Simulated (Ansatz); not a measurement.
**Cl₉GeHSi₃: one species, many methods**

The task here is to estimate one member of a computed series from the others.

Method: functionals in def2-TZVPP, the program's frozen cores in correlated methods; program: Ansatz 0.2.0, Gaussian basis.

Plan: LDA (SPW92), PBE-D4, revPBE-D4, BLYP-D4, r2SCAN-D4, B97M-V, PBE0-D4, B3LYP-D4, r2SCANh-D4, r2SCAN0-D4, HSE06-D4, BHLYP-D4, CAM-B3LYP-D4, LC-ωPBE, ωB97X-V, ωB97M-V, B2PLYP, PBE-QIDH; CCSD(T)/def2-SVP; CCSD(T)/def2-TZVPP; MP2/def2-QZVPP; extrapolation to the limit; RPA on PBE.

**The relaxed structure**

All runs share one geometry, relaxed beforehand with PBE0-D4 in a triple-zeta def2 set.

SMILES `Cl[Si](Cl)(Cl)[GeH]([Si](Cl)(Cl)Cl)[Si](Cl)(Cl)Cl`, 14 atoms, charge 0, spin multiplicity 1.

Atoms are counted from 1 here; the program's logs count them from 0.

Bond lengths: Cl1–Si2 2.036 Å, Si2–Cl3 2.034 Å, Si2–Cl4 2.036 Å, Si2–Ge5 2.375 Å, Ge5–Si6 2.375 Å, Ge5–Si10 2.375 Å, Ge5–H14 1.536 Å, Si6–Cl7 2.036 Å, Si6–Cl8 2.036 Å, Si6–Cl9 2.034 Å, Si10–Cl11 2.036 Å, Si10–Cl12 2.036 Å, Si10–Cl13 2.034 Å. Angles: Cl1–Si2–Cl3 108.9°, Cl1–Si2–Cl4 108.7°, Cl1–Si2–Ge5 110.1°, Cl3–Si2–Cl4 108.9°, Cl3–Si2–Ge5 110.1°, Cl4–Si2–Ge5 110.2°, Si2–Ge5–Si6 109.8°, Si2–Ge5–Si10 109.8°, Si2–Ge5–H14 109.1°, Si6–Ge5–Si10 109.8°, Si6–Ge5–H14 109.1°, Si10–Ge5–H14 109.2°, Ge5–Si6–Cl7 110.1°, Ge5–Si6–Cl8 110.1°, Ge5–Si6–Cl9 110.2°, Cl7–Si6–Cl8 108.7°, Cl7–Si6–Cl9 108.9°, Cl8–Si6–Cl9 108.9° and more.

The first run:

File in.yaml:

```yaml
crystal:
  periodic: [false, false, false]
  atoms:
    - {symbol: Cl, position_ang: [-2.296015, -0.524311, 2.819553]}
    - {symbol: Si, position_ang: [-0.491414, -0.950104, 1.977407]}
    - {symbol: Cl, position_ang: [0.954445, 0.094832, 2.954732]}
    - {symbol: Cl, position_ang: [-0.125096, -2.941531, 2.193914]}
    - {symbol: Ge, position_ang: [-0.507270, -0.365954, -0.324910]}
    - {symbol: Si, position_ang: [-0.938483, 1.958010, -0.560863]}
    - {symbol: Cl, position_ang: [-0.966742, 2.468921, -2.531952]}
    - {symbol: Cl, position_ang: [-2.744231, 2.421453, 0.258617]}
    - {symbol: Cl, position_ang: [0.507037, 3.038103, 0.377893]}
    - {symbol: Si, position_ang: [1.589210, -0.898698, -1.306129]}
    - {symbol: Cl, position_ang: [1.578309, -0.419901, -3.285440]}
    - {symbol: Cl, position_ang: [1.964680, -2.891539, -1.120290]}
    - {symbol: Cl, position_ang: [3.076158, 0.139995, -0.385429]}
    - {symbol: H, position_ang: [-1.613588, -1.158375, -1.038301]}
basis:
  gaussian: {orbitals: def2-TZVPP}
hamiltonian: {xc: lda}
output: {orbitals: {seedname: orbitals}}
```

Run with:

```bash
$ ansatz run in.yaml --threads 11 --pin off --events-out ev --progress --plain --max-ram 174080MiB --backend cuda --devices 0, --max-vram 75GiB
```

Among the steps run: LDA; PBE-D4 (GGA); revPBE-D4 (GGA); BLYP-D4 (GGA); r2SCAN-D4 (meta-GGA); B97M-V (meta-GGA); B3LYP-D4 (hybrid); r2SCANh-D4 (hybrid); r2SCAN0-D4 (hybrid); HSE06-D4 (hybrid); BHLYP-D4 (hybrid); CAM-B3LYP-D4 (range-separated); LC-ωPBE (range-separated); ωB97X-V (range-separated); ωB97M-V (range-separated); B2PLYP (double hybrid); PBE-QIDH (double hybrid).

One table of the session follows, with a row left open; its other results are not shown here.

It belongs to the step «Frontier levels by functional». 

| functional | HOMO (eV) | LUMO (eV) | gap (eV) |
| --- | --- | --- | --- |
| LDA (SPW92) | ? | ? | ? |
| PBE-D4 | -7.36 | -2.14 | 5.22 |
| revPBE-D4 | -7.30 | -2.02 | 5.27 |
| BLYP-D4 | -7.20 | -1.99 | 5.21 |
| r2SCAN-D4 | -7.68 | -1.93 | 5.74 |
| B97M-V | -7.75 | -1.87 | 5.88 |
| PBE0-D4 | -8.52 | -1.34 | 7.18 |
| B3LYP-D4 | -8.30 | -1.49 | 6.81 |
| r2SCANh-D4 | -8.09 | -1.66 | 6.43 |
| r2SCAN0-D4 | -8.72 | -1.25 | 7.46 |
| HSE06-D4 | -8.14 | -1.71 | 6.43 |
| BHLYP-D4 | -9.56 | -0.35 | 9.21 |
| CAM-B3LYP-D4 | -9.75 | -0.24 | 9.51 |
| LC-ωPBE | -11.02 | 0.75 | 11.77 |
| ωB97X-V | -10.70 | 0.70 | 11.40 |
| ωB97M-V | -10.45 | 0.50 | 10.96 |

Q: Estimate the row for LDA (SPW92) from the others.

**Answer.** HOMO (eV): -7.51; LUMO (eV): -2.41; gap (eV): 5.11. In the column «HOMO (eV)» it lies between r2SCAN-D4 (-7.68) and PBE-D4 (-7.36).
